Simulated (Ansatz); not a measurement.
# Hf: the cost of one run

Method: DFT r2SCAN, scalar-relativistic, plane waves, PAW, in Ansatz 0.2.0.

1 further run of the same task is left out (set aside as unsound or not needed).

### 1 The starting structure

It takes space group Im-3m (No. 229, cubic). The conventional cell has a = 3.610 Å, b = 3.610 Å, c = 3.610 Å, α = 90.00°, β = 90.00°, γ = 90.00°. Hf (site symmetry m-3m) is surrounded by 8 Hf at 3.13 Å.

Coordinates:

```cif
data_structure
_symmetry_space_group_name_H-M 'Im-3m'
_symmetry_Int_Tables_number 229
_cell_length_a 3.6100
_cell_length_b 3.6100
_cell_length_c 3.6100
_cell_angle_alpha 90.000
_cell_angle_beta 90.000
_cell_angle_gamma 90.000
_cell_volume 47.05
loop_
_atom_site_label
_atom_site_type_symbol
_atom_site_symmetry_multiplicity
_atom_site_Wyckoff_symbol
_atom_site_fract_x
_atom_site_fract_y
_atom_site_fract_z
_atom_site_occupancy
Hf1 Hf 2 a 0.00000 0.00000 0.00000 1
```

The structure comes from the Crystallography Open Database.

### 2 A first look at the start

The input, input.yaml:

```yaml
crystal:
  lattice:
    - [-1.805, 1.805, 1.805]
    - [1.805, -1.805, 1.805]
    - [1.805, 1.805, -1.805]
  atoms:
    - { symbol: Hf, position: [0.0, 0.0, 0.0] }
basis:
  ecutwfc: 500
kpoints:
  mp_grid: { grid: [8, 8, 8] }
hamiltonian:
  xc: r2scan
scf:
  occupations: { method: gaussian, width: 0.1 }
output:
  forces: true
  stress: true
  eigenvalues: true
```

**Question.** How long does this run take on 1 thread of an x86-64 CPU, shared host, and how much memory does it need?

About 1.5 s, with a peak of 0.4 GiB.
